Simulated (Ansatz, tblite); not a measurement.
**The cluster Be7O7: rung by rung**

How do method and basis change the picture of the cluster Be7O7 (singlet)?

Method: as each input shows; program: Ansatz 0.2.0, Gaussian basis.

Plan: GFN1-xTB, GFN2-xTB, PBE-D4/def2-TZVP, r2SCAN-D4/def2-TZVP, CAM-B3LYP-D4/def2-TZVP, r2SCANh-D4/def2-TZVP, r2SCAN0-D4/def2-TZVP, PBE-D4/def2-SVP, PBE0-D4/def2-SVP, HF/STO-3G, PBE0-D4/def2-TZVPD, PBE-D4/def2-TZVPD, CCSD(T)/def2-SVP, MP2/def2-TZVP, RPA/def2-TZVP.

7 further runs of the same task are left out: 4 that didn't finish, 3 set aside as unsound or not needed. Runs told in other sessions of the task aren't counted.

## (1) The geometry

The singlet was relaxed beforehand with PBE0-D4/def2-SVP. At that level it is the lowest of the isomers that a small search found.

14 atoms, charge 0, spin multiplicity 1.

Bond lengths: Be1–O9 1.426 Å, Be1–O12 1.426 Å, Be2–O8 1.426 Å, Be2–O10 1.426 Å, Be3–O9 1.426 Å, Be3–O14 1.426 Å, Be4–O12 1.426 Å, Be4–O13 1.426 Å, Be5–O8 1.426 Å, Be5–O11 1.426 Å, Be6–O11 1.426 Å, Be6–O14 1.427 Å, Be7–O10 1.426 Å, Be7–O13 1.426 Å. Angles: O9–Be1–O12 169.7°, O8–Be2–O10 169.6°, O9–Be3–O14 169.6°, O12–Be4–O13 169.6°, O8–Be5–O11 169.7°, O11–Be6–O14 169.6°, O10–Be7–O13 169.6°, Be2–O8–Be5 139.0°, Be1–O9–Be3 139.0°, Be2–O10–Be7 138.9°, Be5–O11–Be6 138.9°, Be1–O12–Be4 139.0°, Be4–O13–Be7 138.9°, Be3–O14–Be6 138.9°.

As a file:

```xyz
14
Be7O7
Be   -3.06762   -0.22542    0.08081
Be    2.66588    1.53547   -0.09885
Be   -1.73602   -2.54184    0.09856
Be   -2.09017    2.26046    0.00594
Be    2.86211   -1.12925   -0.05347
Be    0.90381   -2.94443    0.03747
Be    0.46205    3.04499   -0.07041
O     3.26190    0.23952   -0.09132
O    -2.83513   -1.63260    0.10609
O     1.84674    2.70332   -0.09829
O     2.22301   -2.40382   -0.01042
O    -3.04379    1.20049    0.04929
O    -0.96143    3.13163   -0.03735
O    -0.49134   -3.23853    0.08196
```

PBE0-D4/def2-TZVP was run before; its log isn't repeated, and its numbers join the tables.

## (2) GFN1-xTB

Tight binding, by tblite at 300 K electronic temperature and without a spin-polarisation term:

```python
tblite.interface.Calculator('GFN1-xTB', numbers, positions, charge=0, uhf=0).singlepoint()
```

Energy -1057.2786 eV, HOMO -11.48 eV, LUMO -5.69 eV; 0.007 s.

## (3) GFN2-xTB

Tight binding, by tblite at 300 K electronic temperature and without a spin-polarisation term:

```python
tblite.interface.Calculator('GFN2-xTB', numbers, positions, charge=0, uhf=0).singlepoint()
```

Energy -924.2168 eV, HOMO -11.85 eV, LUMO -4.98 eV; 0.008 s.

## (4) PBE-D4/def2-TZVP

start.molden holds the orbitals of an earlier run on this state, given as this run's starting guess.

in.yaml reads:

```yaml
crystal:
  periodic: [false, false, false]
  atoms:
    - {symbol: Be, position_ang: [-3.067622, -0.225423, 0.080812]}
    - {symbol: Be, position_ang: [2.665883, 1.535474, -0.098850]}
    - {symbol: Be, position_ang: [-1.736017, -2.541837, 0.098558]}
    - {symbol: Be, position_ang: [-2.090171, 2.260462, 0.005938]}
    - {symbol: Be, position_ang: [2.862111, -1.129248, -0.053472]}
    - {symbol: Be, position_ang: [0.903811, -2.944427, 0.037469]}
    - {symbol: Be, position_ang: [0.462051, 3.044987, -0.070414]}
    - {symbol: O, position_ang: [3.261897, 0.239520, -0.091318]}
    - {symbol: O, position_ang: [-2.835126, -1.632596, 0.106092]}
    - {symbol: O, position_ang: [1.846735, 2.703321, -0.098293]}
    - {symbol: O, position_ang: [2.223009, -2.403817, -0.010424]}
    - {symbol: O, position_ang: [-3.043785, 1.200494, 0.049295]}
    - {symbol: O, position_ang: [-0.961427, 3.131632, -0.037345]}
    - {symbol: O, position_ang: [-0.491337, -3.238533, 0.081962]}
basis:
  gaussian: {orbitals: def2-TZVP, initial_orbitals: start.molden}
hamiltonian: {xc: pbe, dispersion: d4}
scf: {omitted_lower_state_checks: [starts]}
output: {forces: true, orbitals: {seedname: orbitals}}
```

The run is started by

```sh
ansatz run in.yaml --threads 4 --pin off --events-out ev --progress --plain --max-ram 4787MiB
```

The runs that follow: r2SCAN-D4/def2-TZVP; CAM-B3LYP-D4/def2-TZVP; r2SCANh-D4/def2-TZVP; r2SCAN0-D4/def2-TZVP; PBE-D4/def2-SVP; PBE0-D4/def2-SVP; HF/STO-3G; PBE0-D4/def2-TZVPD; PBE-D4/def2-TZVPD; CCSD(T)/def2-SVP; MP2/def2-TZVP; RPA/def2-TZVP.

Before running them: what should the planned runs give, taken together? Wanted: gap in def2-TZVP, named functionals, smallest and largest; correlation energy, CCSD(T)/def2-SVP; correlation energy, MP2/def2-TZVP; binding an atom, CCSD(T)/def2-SVP; PBE0 total energy, smallest basis above largest.

The runs gave:

| quantity | value |
| --- | --- |
| gap in def2-TZVP, named functionals, smallest and largest | 5.25 eV (PBE-D4), 9.58 eV (CAM-B3LYP-D4) |
| correlation energy, CCSD(T)/def2-SVP | -40.92 eV |
| correlation energy, MP2/def2-TZVP | -56.85 eV |
| binding an atom, CCSD(T)/def2-SVP | 4.574 eV |
| PBE0 total energy, smallest basis above largest | 20.87 eV (def2-SVP, def2-TZVPD) |

What this shows: Over the named functionals in def2-TZVP the gap runs from 5.25 eV (PBE-D4) to 9.58 eV (CAM-B3LYP-D4); exact exchange widens it. A small miss in a minimal or small basis is a cancelling of errors, not accuracy. The functionals in def2-TZVP miss CCSD(T)/def2-SVP by +0.502 (r2SCAN0-D4) to +0.709 eV (PBE-D4) an atom. The yardstick is in a double-zeta basis, so levels in larger sets aren't compared like for like. The reference is CCSD(T) in one finite basis, so it carries an error of its own, often a tenth of an eV or more, and near misses can't be ranked.
